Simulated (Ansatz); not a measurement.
Working through an atomisation energy of C3H8Ge, SMILES [CH3][GeH]1[CH2][CH2]1

With the Python package of Ansatz (0.2.0).

Input file `c3h8ge.xyz`:
```text
12

C    -1.09030    1.27160   -0.67410
Ge   -0.54930    0.09630    0.70860
C     1.34670   -0.34290    0.66160
C     0.67450   -1.25370   -0.15100
H    -1.55060    0.72580   -1.55140
H    -1.92320    2.00420   -0.28230
H    -0.25150    1.92370   -1.03450
H    -1.56670   -0.70290    1.48250
H     1.99940    0.39800    0.14570
H     1.75780   -0.77730    1.64900
H     0.71970   -1.12420   -1.22010
H     0.51040   -2.27380    0.30010
```

The cells in order, each with its output:

```python
from collections import Counter

import ansatz as az
```

```python
def energy_of(molecule, charge=0, unpaired=0):
    calc = (
        molecule.calculation()
        .basis(gaussian='6-31G*')
        .functional('cam_b3lyp')
        .accuracy('medium')
    )
    if charge:
        calc = calc.charge(charge)
    if unpaired:
        calc = calc.spin('collinear', total=unpaired)
    report = calc.run().report
    if report['published_state_doubts']:
        print('  doubts:', report['published_state_doubts'])
    return report['free_energy_ev']

c3h8ge = az.Crystal.molecule_from_extxyz('c3h8ge.xyz')

# unpaired electrons of the ground-state atoms
unpaired = {'C': 2, 'Ge': 2, 'H': 1}
counts = Counter(site.symbol for site in c3h8ge.cartesian_sites)
atom_energy = {s: energy_of(az.Crystal.molecule().atom(s, (0, 0, 0)), 0, unpaired[s]) for s in counts}
whole = energy_of(c3h8ge, 0, 0)
for s, e in atom_energy.items():
    print(f'{s:2s} x{counts[s]}  {e:14.5f} eV')
print(f'C3H8Ge: {whole:.5f} eV')
split = sum(counts[s] * e for s, e in atom_energy.items()) - whole
print(f'atomisation energy (no zero-point term): {23.060548 * split:.1f} kcal/mol, {split / sum(counts.values()):.3f} eV an atom')
```

    C  x3     -1029.23364 eV
    Ge x1    -56511.63778 eV
    H  x8       -13.51936 eV
    C3H8Ge: -59751.17737 eV
    atomisation energy (no zero-point term): 1007.4 kcal/mol, 3.640 eV an atom

1007.4 kcal/mol from the electronic energies, without the zero-point term.

The settings weren't tested for convergence. The geometry is a force-field or estimated start, not a minimum of this method, and the basis set is short of its limit. All parts are taken at fixed geometry, without zero-point energy. Run time: 6.3 s on 1 thread of Arm Neoverse V1, with other jobs on the host, peak memory 0.29 GiB.
